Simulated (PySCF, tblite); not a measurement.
**C4H5F3O2Si: geometry, infrared bands and NMR shifts**

What infrared bands and NMR shifts should C4H5F3O2Si (`O=C/C(=C/C(F)(F)F)[SiH2]O`) show?

Computed with tblite 0.8.0 and PySCF 2.14.0, with density-fitted response routines of our own, on a single molecule in the gas phase. Atoms count from 0, in the outputs and in this text.

**1. Starting geometry**

15 atoms, charge 0, multiplicity 1; geometry from: force field or distance geometry start.

Bonds of the start (Å): O0–C1 1.21, C1–C2 1.50, C2–C3 1.36, C3–C4 1.50, C4–F5 1.35, C4–F6 1.36, C4–F7 1.34, C2–Si8 1.83, Si8–O9 1.65, C1–H10 1.10, C3–H11 1.09, Si8–H12 1.48, Si8–H13 1.47, O9–H14 0.96.

**2. Geometry optimisation with GFN2-xTB**

Job settings and geometry (Å):

```
{"job": {"kind": "relax", "xc": "GFN2-xTB", "basis": "xTB"}, "charge": 0, "multiplicity": 1}
O     -1.256500     2.767100     0.443000
C     -0.196600     2.185200     0.499300
C     -0.038100     0.721300     0.220300
C     -1.158200     0.079500    -0.198200
C     -1.356200    -1.360100    -0.551400
F     -0.216800    -2.090500    -0.549800
F     -1.876000    -1.471000    -1.807100
F     -2.209100    -1.962100     0.296500
Si     1.643400     0.048700     0.471100
O      2.126200    -0.887900    -0.799900
H      0.725000     2.718500     0.792500
H     -2.093000     0.625200    -0.284600
H      2.600600     1.157300     0.665100
H      1.641500    -0.797100     1.677900
H      1.659300    -1.726200    -0.896900
```

Started as:

```bash
OMP_NUM_THREADS=1 python probes_run.py task.json out
```

The driver reads the jobs from task.json and runs them one after another.

**Question.** This job is followed by: GFN2-xTB harmonic vibrations, gas phase; GIAO PBE0/pcSseg-1 NMR shielding, non-relativistic, gas phase. Predict these results of the whole session: strongest single infrared mode (GFN2-xTB); zero-point energy (GFN2-xTB); ¹³C shifts against TMS (PBE0/pcSseg-1); ¹H shifts against TMS (PBE0/pcSseg-1, means over atoms taken as alike); ¹⁷O shifts against H2O (PBE0/pcSseg-1); ¹⁹F shifts against CFCl3 (PBE0/pcSseg-1, means over atoms taken as alike); ²⁹Si shifts against TMS (PBE0/pcSseg-1).

As calculated:

| quantity | value |
| --- | --- |
| strongest single infrared mode (GFN2-xTB) | 775 cm⁻¹, 496 km/mol |
| zero-point energy (GFN2-xTB) | 52.5 kcal/mol |
| ¹³C shifts against TMS (PBE0/pcSseg-1) | 199.7, 168.2, 142.2, 133.4 ppm |
| ¹H shifts against TMS (PBE0/pcSseg-1, means over atoms taken as alike) | 10.35, 6.76, 5.30, 2.27 ppm |
| ¹⁷O shifts against H2O (PBE0/pcSseg-1) | 723.5, 21.9 ppm |
| ¹⁹F shifts against CFCl3 (PBE0/pcSseg-1, means over atoms taken as alike) | -72.4 ppm |
| ²⁹Si shifts against TMS (PBE0/pcSseg-1) | -39.8 ppm |

Relaxing lowered the energy by 0.329 eV in 138 steps; the close pair that moved most is C2–Si8, from 1.828 to 1.919 Å. All 39 modes are real, so the xTB geometry is a minimum. The strongest single mode, at 775 cm⁻¹, is carried by H14, H12, H13. Unscaled tight-binding wavenumbers are off by several per cent, some by more. Its intensities can rank the bands wrongly. The most deshielded carbon is C1 (aldehyde carbonyl carbon), at 199.7 ppm: low-lying n→π* states of the double bond to the heteroatom give a large paramagnetic term (-259 ppm). The most deshielded hydrogen is H10 (hydrogen on an aldehyde carbonyl carbon), at 10.35 ppm: deshielded by the polar, anisotropic C=O bond. At PBE0/pcSseg-1: Shielding is most anisotropic at O0 (span 1446 ppm, paramagnetic term -785 ppm).
